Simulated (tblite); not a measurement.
# H7OPSi3: the cost of one run

Computed with tblite 0.8.0 and PySCF 2.14.0; each step states its level. No surroundings beyond the atoms listed, unless a continuum is named. Atoms count from 0, parts from 1.

## (1) Starting point

12 atoms, charge 0, multiplicity 1; geometry: distance geometry start.

## (2) Relaxing the cluster with GFN2-xTB

What the job is given:

```
{"job": {"kind": "relax", "xc": "GFN2-xTB", "basis": "xTB"}, "charge": 0, "multiplicity": 1}
Si     0.261409    -0.569793     1.447006
O     -1.266737    -1.515591     1.434092
Si    -2.086144    -2.026310    -0.023415
P      1.935826     0.807108     1.282638
Si     2.338477     1.537865    -0.709968
H     -1.226406    -2.855700    -0.779474
H     -2.429277    -0.922763    -0.805597
H     -3.239006    -2.760993     0.312952
H      2.083482     1.711352     2.304235
H      3.747233     1.569524    -0.957181
H      1.824847     2.848816    -0.874432
H      1.752292     0.673455    -1.679359
```

Level: GFN2-xTB geometry optimisation, gas phase.

Launch:

```sh
$ OMP_NUM_THREADS=1 python cluster_run.py task.json out
```

This one command runs all jobs of the session in turn.

**Question.** How long does this first job take on 1 thread of Arm Neoverse V2, shared host?

About 3 s.
